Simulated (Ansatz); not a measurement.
**MgS: energy against volume in PBE, exact exchange and the RPA**

How do exact exchange and RPA correlation set the lattice of MgS (database structure)? The cell is scaled at fixed shape.

Program: Ansatz 0.2.0. PBE orbitals, norm-conserving pseudopotentials, plane waves. (Simulation; spin polarisation is off.)

## (1) The system as given

The cell was relaxed beforehand with r2SCAN; volume changes: +0 %, -5 %, +5 %, -10 %, +10 %.

The symmetry is Fm-3m (No. 225, cubic); a = 5.203 Å in the conventional setting, 17.61 Å³ an atom. Mg has 6 S at 2.60 Å; S has 6 Mg at 2.60 Å.

Structure file:

```cif
data_structure
_symmetry_space_group_name_H-M 'Fm-3m'
_symmetry_Int_Tables_number 225
_cell_length_a 5.2030
_cell_length_b 5.2030
_cell_length_c 5.2030
_cell_angle_alpha 90.000
_cell_angle_beta 90.000
_cell_angle_gamma 90.000
_cell_volume 140.85
loop_
_atom_site_label
_atom_site_type_symbol
_atom_site_symmetry_multiplicity
_atom_site_Wyckoff_symbol
_atom_site_fract_x
_atom_site_fract_y
_atom_site_fract_z
_atom_site_occupancy
Mg1 Mg 4 a 0.00000 0.00000 0.00000 1
S1 S 4 b 0.50000 0.00000 0.00000 1
```

## (2) The unscaled cell

Input file input.yaml:

```yaml
crystal:
  lattice:
    - [0.0, 2.6015176528, 2.6015176528]
    - [2.6015176528, 0.0, 2.6015176528]
    - [2.6015176528, 2.6015176528, 0.0]
  atoms:
    - { symbol: Mg, position: [0.0, 0.0, 0.0] }
    - { symbol: S, position: [0.5, 0.5, 0.5] }
kpoints:
  mp_grid: { grid: [4, 4, 4] }
hamiltonian:
  xc: pbe
  pseudopotentials: { kind: nc }
scf:
  occupations: { method: fixed }
output:
  rpa_energy:
    ecut_chi_ladder: [259, 290, 321, 356, 392]
    long_wavelength: optical_limit
basis:
  ecutwfc: 1142.878222
```

After this run come: Volume -5 %; Volume +5 %; Volume -10 %; Volume +10 %.

**Question.** What will these runs give?

As calculated:

Energies in meV/atom from the unscaled cell:

```
volume (Å³/atom)   PBE  exact exchange  EXX+RPA  RPA correlation
          15.846  68.9            97.1     32.2            -64.9
          16.726  20.2            32.0      8.3            -23.7
          17.607   0.0             0.0      0.0              0.0
          18.487   1.8            -6.1     23.3             29.4
          19.367  20.8             8.4     55.1             46.8
```

| energy | V₀ (Å³/atom) | B₀ (GPa) | B₀′ |
| --- | --- | --- | --- |
| PBE | 17.957 | 74 | 4.1 |
| exact exchange | 18.278 | 81 | 3.9 |
| EXX+RPA | 17.281 | unresolved | unresolved |

Birch–Murnaghan fits.

RPA correlation grows stronger on compression, so it pulls the cell in against exact exchange alone. The log puts the extrapolation error of each correlation energy at up to 62 meV/atom, against 55 meV/atom for the whole EXX+RPA curve; part of it cancels between volumes. The curve is too rough to resolve B₀ and B₀′ of EXX+RPA; its minimum, near 17.3 Å³/atom, is a rough guide. The 4×4×4 mesh and the pseudopotentials limit these values, and the core-valence term stays semilocal.
